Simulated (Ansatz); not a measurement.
## Na₃Ga (distorted cell): a check of forces and pressure against finite differences, step by step

Computed with the Python package of Ansatz (0.2.0).

Notebook, run cell by cell (the value of a cell's last expression is shown):

In [1]:
```python
import ansatz as az
import numpy as np

XC = "pbesol"
FILLING = "fermi_dirac"
CUTOFF_EV = 540
MESH = (3, 3, 3)
TOLERANCE = 1e-09
```

In [2]:
```python
VECTORS = np.array([
    [4.83193, 0.0, 0.0],
    [0.0, 4.83193, 0.0],
    [0.0, 0.0, 4.83193],
])
SITES = [
    ("Na", (0.48718, 0.99213, 0.50294)),
    ("Na", (0.01558, 0.49794, 0.51221)),
    ("Na", (0.50851, 0.50953, 0.01446)),
    ("Ga", (0.98567, 0.00228, 0.00761)),
]
```

In [3]:
```python
def build(cell):
    crystal = az.Crystal(lattice=az.Lattice.of(cell))
    for symbol, position in SITES:
        crystal = crystal.atom(symbol, position)
    return crystal

def solve(crystal):
    return (
        crystal.calculation()
        .functional(XC)
        .occupations(FILLING, width=150 * az.meV)
        .basis(CUTOFF_EV, xc_grid=2)
        .kpoints(*MESH)
        .scf(tolerance=TOLERANCE)
        .forces()
        .stress()
        .run(threads=1)
    ).report


centre = solve(build(VECTORS))
start = build(VECTORS)
# move one atom both ways along a Cartesian axis
print(f"force on atom 3 along x: analytic {centre['forces_ev_ang'][3][0]:.4f} eV/A")
for h in (0.004, 0.016):
    shift = np.eye(3)[0] * h @ np.linalg.inv(VECTORS)
    plus, minus = (solve(start.move(3, to=np.array(SITES[3][1]) + sign * shift))["lagrangian_ev"] for sign in (1, -1))
    print(f"  step {h} A: numerical {-(plus - minus) / (2 * h):.4f} eV/A")
# P = -dF/dV; the difference feels the change of the plane-wave count with the cell
volume = abs(np.linalg.det(VECTORS))
larger, smaller = (solve(build(VECTORS * (1 + sign * 0.005) ** (1 / 3)))["lagrangian_ev"] for sign in (1, -1))
numerical = -(larger - smaller) / (0.01 * volume) * 160.21766
print(f"pressure: analytic {np.trace(centre['stress_gpa']) / 3:.3f}, numerical {numerical:.3f} GPa")
```
```text
DeckWarning: output.stress: scf.convergence.dr2_threshold = 1e-9 eV is looser than the 4e-10 eV advised for a printed stress (1e-10 eV for each atom of the cell: 4). What an SCF threshold leaves in a stress goes as its square root, and in the free energy as [...]
force on atom 3 along x: analytic 0.0744 eV/A
  step 0.004 A: numerical 0.0744 eV/A
  step 0.016 A: numerical 0.0744 eV/A
pressure: analytic -1.063, numerical -1.063 GPa
```

Notes:
- For a metal this k-point mesh is coarse: on a finer one energies can move by several to tens of meV an atom and pressures by half a GPa or more, differences at one mesh by less.
- Pressure is positive in compression.
- The cell is a database structure, distorted on purpose.
- Warnings are shown shortened and without file and line.
- The central difference errs as the square of the step, so the shorter step is the fairer test; what remains comes from the finite grid and the SCF threshold.
- Run time: 40 s on 1 thread of Arm Neoverse V1, with other jobs on the host, peak memory 0.42 GiB.
